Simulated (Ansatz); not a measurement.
# Cl2GaH2N: the cost of one run

Program: Ansatz 0.2.0. Level of theory: RKS r2SCAN/def2-SVP. These are calculated values, not measurements.

**1. The system as given**

Bond lengths: Ga1–N2 1.930 Å, N2–H3 1.060 Å, N2–H4 1.060 Å, Ga1–Cl5 2.240 Å, Ga1–Cl6 2.240 Å. Angles: Ga1–N2–H3 120.0°, Ga1–N2–H4 120.0°, H3–N2–H4 120.0°, N2–Ga1–Cl5 120.0°, N2–Ga1–Cl6 120.0°, Cl5–Ga1–Cl6 120.0°.

As a file:

```xyz
6

Ga    0.0000    0.0000    0.0000
N     0.0000    0.0000    1.9300
H    -0.8770   -0.2713    2.4600
H     0.8770    0.2713    2.4600
Cl    1.9398    0.0000   -1.1200
Cl   -1.9398    0.0000   -1.1200
```

**2. Preparing the start**

input.yaml reads:

```yaml
crystal:
  periodic: [false, false, false]
  atoms:
    - { symbol: Ga, position_ang: [0.0, 0.0, 0.0] }
    - { symbol: "N", position_ang: [0.0, 0.0, 1.93] }
    - { symbol: H, position_ang: [-0.877, -0.2713, 2.46] }
    - { symbol: H, position_ang: [0.877, 0.2713, 2.46] }
    - { symbol: Cl, position_ang: [1.9398, 0.0, -1.12] }
    - { symbol: Cl, position_ang: [-1.9398, 0.0, -1.12] }
basis:
  gaussian: { orbitals: def2-SVP }
hamiltonian:
  xc: r2scan
relax:
  f_tol: 0.02
  max_steps: 40
output:
  orbitals: {}
```

On the command line:

```bash
$ ansatz run input.yaml --threads 4 --pin off --max-ram 5120MiB --backend cpu --events-out ev --progress --plain --runs-dir out
```

What time and memory should one allow on 4 threads of Arm Neoverse N1, shared host?

About 27 s, with a peak of 0.17 GiB.
